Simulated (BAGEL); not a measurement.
**CH4BFOSi (SMILES O=CB[SiH2]F), step by step**

Wanted: a single-point energy (HF/cc-pVDZ), then the energy (NEVPT2(2,2)/cc-pVDZ), then the energy (CASPT2(2,2)/cc-pVDZ) of CH4BFOSi. 

The results are computed with BAGEL 1.2.2.

1 further run of the same task is left out (set aside as unsound or not needed).

## Step 1: The system as given

CH4BFOSi has 9 atoms, charge 0, and is taken as a singlet. As SMILES, `O=CB[SiH2]F`. The B3–H7 distance was set to 1.912 Å, away from the relaxed value. At this shape a bond of the SMILES string is far longer than usual.

Bond lengths: O1–C2 1.227 Å, C2–B3 1.522 Å, B3–Si4 2.001 Å, Si4–F5 1.610 Å, C2–H6 1.099 Å, Si4–H8 1.489 Å, Si4–H9 1.486 Å. Angles: O1–C2–B3 90.0°, C2–B3–Si4 120.9°, B3–Si4–F5 110.9°, O1–C2–H6 122.9°, B3–C2–H6 147.1°, B3–Si4–H8 109.8°, B3–Si4–H9 112.6°, F5–Si4–H8 107.4°, F5–Si4–H9 107.2°, H8–Si4–H9 108.8°. A long bond or contact: B3–H7 1.912 Å.

## Step 2: A single-point energy at HF/cc-pVDZ (density fitting with svp-jkfit) (run 1)

calc.json reads:

```json
{ "bagel" : [

{
  "title" : "molecule",
  "basis" : "cc-pvdz.json",
  "df_basis" : "svp-jkfit",
  "geometry" : [
    { "atom" : "O", "xyz" : [    -2.60376859,     1.78495782,     2.51005329 ] },
    { "atom" : "C", "xyz" : [    -1.35428168,     3.03538960,     1.01074458 ] },
    { "atom" : "B", "xyz" : [     0.07510716,     0.66680687,     0.22726413 ] },
    { "atom" : "Si", "xyz" : [    -1.25771667,    -1.59387249,    -2.49545327 ] },
    { "atom" : "F", "xyz" : [    -3.68336912,    -0.34967681,    -3.84604053 ] },
    { "atom" : "H", "xyz" : [    -1.60769395,     5.08177402,     0.76148971 ] },
    { "atom" : "H", "xyz" : [     3.04000242,    -0.16043775,     2.11970579 ] },
    { "atom" : "H", "xyz" : [     0.70986617,    -1.96236909,    -4.47380755 ] },
    { "atom" : "H", "xyz" : [    -2.04573246,    -4.10815310,    -1.52394507 ] }
  ]
},

{ "title" : "hf" },

{ "title" : "print", "file" : "orbitals.molden", "orbitals" : true }

]}
```

The basis set cc-pVDZ is read from a file made from the Basis Set Exchange's data (not shown).

On the command line:

```
$ BAGEL_NUM_THREADS=1 BAGEL calc.json > calc.out
```

What it wrote:

```text
* using 1 threads per process

  ===============================================================
  ===============================================================

  *** Geometry ***

  { "atom" : "O", "xyz" : [     -2.603769,      1.784958,      2.510053 ] },
  { "atom" : "C", "xyz" : [     -1.354282,      3.035390,      1.010745 ] },
  { "atom" : "B", "xyz" : [      0.075107,      0.666807,      0.227264 ] },
  { "atom" : "Si", "xyz" : [     -1.257717,     -1.593872,     -2.495453 ] },
  { "atom" : "F", "xyz" : [     -3.683369,     -0.349677,     -3.846041 ] },
  { "atom" : "H", "xyz" : [     -1.607694,      5.081774,      0.761490 ] },
  { "atom" : "H", "xyz" : [      3.040002,     -0.160438,      2.119706 ] },
  { "atom" : "H", "xyz" : [      0.709866,     -1.962369,     -4.473808 ] },
  { "atom" : "H", "xyz" : [     -2.045732,     -4.108153,     -1.523945 ] },

  Number of auxiliary basis functions:      504

  Since a DF basis is specified, we compute 2- and 3-index integrals:
    o Being stored without compression. Storage requirement is 0.036 GB

  Number of basis functions:       94
  Number of electrons      :       46

    * METHOD: MOLECULE                             0.18

  *** RHF ***

  === Nuclear Repulsion ===
   197.6848321566

      * DIIS with orbital gradients will be used.

  === RHF iteration (cc-pvdz.json) ===
      0       -527.75335525          0.01534590           0.05
      1       -527.88441990          0.01416762           0.05
      2       -528.02679949          0.00191247           0.05
      3       -528.03098405          0.00103255           0.05
      4       -528.03201712          0.00021862           0.05
      5       -528.03209843          0.00009500           0.05
      6       -528.03211769          0.00005162           0.05
      7       -528.03212610          0.00001832           0.05
      8       -528.03212705          0.00000743           0.05
      9       -528.03212713          0.00000303           0.05
     10       -528.03212715          0.00000096           0.05
     11       -528.03212715          0.00000059           0.05
     12       -528.03212715          0.00000032           0.05
     13       -528.03212715          0.00000016           0.05
     14       -528.03212715          0.00000007           0.05
     15       -528.03212715          0.00000003           0.05
     16       -528.03212715          0.00000002           0.05
     17       -528.03212715          0.00000001           0.05
    * SCF iteration converged.

    * Permanent dipole moment:
           (   -0.380557,    -0.715786,     0.303852) a.u.

    * METHOD: HF                                   1.03

    * METHOD: PRINT                                0.01

  ===============================================================
```

It took 1.4 s on 1 thread of AMD EPYC 9R45 (Zen 5), shared host; peak memory 0.15 GiB.

## Step 3: A single-point energy at NEVPT2(2,2)/cc-pVDZ (density fitting with svp-jkfit) (run 2)

input.json reads:

```json
{ "bagel": [

{
  "title": "molecule",
  "basis": "cc-pvdz.json",
  "df_basis": "svp-jkfit",
  "geometry": [
    { "atom": "O", "xyz": [    -2.60376859,     1.78495782,     2.51005329 ] },
    { "atom": "C", "xyz": [    -1.35428168,     3.03538960,     1.01074458 ] },
    { "atom": "B", "xyz": [     0.07510716,     0.66680687,     0.22726413 ] },
    { "atom": "Si", "xyz": [    -1.25771667,    -1.59387249,    -2.49545327 ] },
    { "atom": "F", "xyz": [    -3.68336912,    -0.34967681,    -3.84604053 ] },
    { "atom": "H", "xyz": [    -1.60769395,     5.08177402,     0.76148971 ] },
    { "atom": "H", "xyz": [     3.04000242,    -0.16043775,     2.11970579 ] },
    { "atom": "H", "xyz": [     0.70986617,    -1.96236909,    -4.47380755 ] },
    { "atom": "H", "xyz": [    -2.04573246,    -4.10815310,    -1.52394507 ] }
  ]
},

{
  "title": "hf"
},

{
  "title": "casscf",
  "nstate": 1,
  "nact": 2,
  "nclosed": 22,
  "active": [23, 24],
  "maxiter": 200,
  "natocc": true
},

{
  "title": "nevpt2",
  "nstate": 1,
  "nact": 2,
  "nclosed": 22,
  "active": [23, 24],
  "maxiter": 200,
  "natocc": true,
  "ncore": 9
},

{
  "title": "print",
  "file": "orbitals.molden",
  "orbitals": true
}

]}
```

The basis set cc-pVDZ is read from a file made from the Basis Set Exchange's data (not shown).

On the command line:

```
$ BAGEL_NUM_THREADS=1 BAGEL input.json > input.out
```

What it wrote:

```text
* using 1 threads per process

  ===============================================================
  ===============================================================

  *** Geometry ***

  { "atom" : "O", "xyz" : [     -2.603769,      1.784958,      2.510053 ] },
  { "atom" : "C", "xyz" : [     -1.354282,      3.035390,      1.010745 ] },
  { "atom" : "B", "xyz" : [      0.075107,      0.666807,      0.227264 ] },
[... 5 lines of this table left out ...]
  { "atom" : "H", "xyz" : [     -2.045732,     -4.108153,     -1.523945 ] },

  Number of auxiliary basis functions:      504

  Since a DF basis is specified, we compute 2- and 3-index integrals:
    o Being stored without compression. Storage requirement is 0.036 GB

[... 18 lines left out ...]
    * SCF iteration converged.
[... 1 line left out ...]
    * Permanent dipole moment:
[... 27 lines left out ...]
    * Second-order optimization converged. *
[... 1 line left out ...]
     guess   0:   closed 1.                   open ..

  === FCI iteration ===

      0  0      -528.03041534     7.43e-02      0.00
      1  0      -528.06524474     2.81e-03      0.00
      2  0 *    -528.06531263     4.61e-16      0.00

     * ci vector, state   0, <S^2> = 0.0000
       2.     0.9735213583
       .2    -0.2285960736

    * METHOD: CASSCF                               3.68

    * freezing 9 orbitals

  === DF-NEVPT2 calculation ===

    * 3-index integral transformation done
    * assembly done

      NEVPT2 correlation energy:   -0.6559139842      0.17

          (+0)     -0.6139371026
          (+0)'    -0.0069275845
          (+1)     -0.0101568071
          (+1)'    -0.0000000000
          (+2)     -0.0002275967
          (-1)     -0.0192007556
          (-1)'     0.0000000000
          (-2)     -0.0054641377

      NEVPT2 total energy:       -528.7212266136

    * METHOD: NEVPT2                               0.27

    * METHOD: PRINT                                0.01

  ===============================================================
```

Wall time 5.4 s (1 thread of AMD EPYC 9R45 (Zen 5), shared host); peak memory 0.15 GiB.

## Step 4: The energy at CASPT2(2,2)/cc-pVDZ (density fitting with svp-jkfit) (run 3)

input.json reads:

```json
{ "bagel" : [

{
  "title" : "molecule",
  "basis" : "cc-pvdz.json",
  "df_basis" : "svp-jkfit",
  "angstrom" : false,
  "geometry" : [
    { "atom" : "O", "xyz" : [    -2.60376859,     1.78495782,     2.51005329 ] },
    { "atom" : "C", "xyz" : [    -1.35428168,     3.03538960,     1.01074458 ] },
    { "atom" : "B", "xyz" : [     0.07510716,     0.66680687,     0.22726413 ] },
    { "atom" : "Si", "xyz" : [    -1.25771667,    -1.59387249,    -2.49545327 ] },
    { "atom" : "F", "xyz" : [    -3.68336912,    -0.34967681,    -3.84604053 ] },
    { "atom" : "H", "xyz" : [    -1.60769395,     5.08177402,     0.76148971 ] },
    { "atom" : "H", "xyz" : [     3.04000242,    -0.16043775,     2.11970579 ] },
    { "atom" : "H", "xyz" : [     0.70986617,    -1.96236909,    -4.47380755 ] },
    { "atom" : "H", "xyz" : [    -2.04573246,    -4.10815310,    -1.52394507 ] }
  ]
},

{ "title" : "hf" },

{ "title" : "casscf", "nstate" : 1, "nact" : 2, "nclosed" : 22, "active" : [23, 24], "maxiter" : 200, "natocc" : true },

{ "title" : "print", "file" : "orbitals.molden", "orbitals" : true },

{ "title" : "smith", "method" : "caspt2", "ms" : true, "xms" : true, "sssr" : true, "shift" : 0.2, "shift_imag" : true, "ncore" : 9 }

]}
```

The basis set cc-pVDZ is read from a file made from the Basis Set Exchange's data (not shown).

On the command line:

```
$ BAGEL_NUM_THREADS=1 BAGEL input.json > input.out
```

What it wrote:

```text
* using 1 threads per process

  ===============================================================
  ===============================================================

  *** Geometry ***

  { "atom" : "O", "xyz" : [     -2.603769,      1.784958,      2.510053 ] },
  { "atom" : "C", "xyz" : [     -1.354282,      3.035390,      1.010745 ] },
  { "atom" : "B", "xyz" : [      0.075107,      0.666807,      0.227264 ] },
[... 5 lines of this table left out ...]
  { "atom" : "H", "xyz" : [     -2.045732,     -4.108153,     -1.523945 ] },

  Number of auxiliary basis functions:      504

  Since a DF basis is specified, we compute 2- and 3-index integrals:
    o Being stored without compression. Storage requirement is 0.036 GB

[... 18 lines left out ...]
    * SCF iteration converged.
[... 1 line left out ...]
    * Permanent dipole moment:
[... 27 lines left out ...]
    * Second-order optimization converged. *
[... 9 lines left out ...]
     * ci vector, state   0, <S^2> = 0.0000
[... 16 lines left out ...]
    * Zeroth order energy : state  0       -0.7187323307
[... 4 lines left out ...]
       #      aibj      arbs      arbi      airj      risj      airs      arst      rist         Etot      error   time
[... 2 lines left out ...]
       0  -0.61238  -0.00678  -0.01997  -0.01145  -0.00036  -0.00621  -0.00000  -0.00000   -0.6571516  0.0008024   0.09
       1  -0.61258  -0.00680  -0.02001  -0.01159  -0.00039  -0.00634   0.00000  -0.00000   -0.6577105  0.0001267   0.07
       2  -0.61259  -0.00680  -0.02002  -0.01159  -0.00039  -0.00633  -0.00000  -0.00000   -0.6577239  0.0000257   0.08
       3  -0.61258  -0.00680  -0.02002  -0.01159  -0.00039  -0.00633  -0.00000  -0.00000   -0.6577244  0.0000051   0.08
       4  -0.61258  -0.00680  -0.02002  -0.01159  -0.00039  -0.00633   0.00000  -0.00000   -0.6577244  0.0000009   0.08

      ------------------------------------------------------------------------------------------------------------------

    * CASPT2 energy : state  0     -528.7263605317
        w/o shift correction       -528.7230370646
        reference weight              0.8288315788

    * METHOD: SMITH                                0.60

  ===============================================================
```

It took 5.7 s on 1 thread of AMD EPYC 9R45 (Zen 5), shared host; peak memory 0.26 GiB.

## Step 5: What came out

```
                                quantity          value
         run 1, HF/cc-pVDZ: total energy  -528.03213 Eh
        run 1, HF/cc-pVDZ: dipole moment         2.20 D
          run 1, HF/cc-pVDZ: HOMO energy      -10.43 eV
          run 1, HF/cc-pVDZ: LUMO energy        1.68 eV
        run 1, HF/cc-pVDZ: HOMO–LUMO gap       12.12 eV
run 2, NEVPT2(2,2)/cc-pVDZ: total energy  -528.72123 Eh
run 3, CASPT2(2,2)/cc-pVDZ: total energy  -528.72636 Eh
```
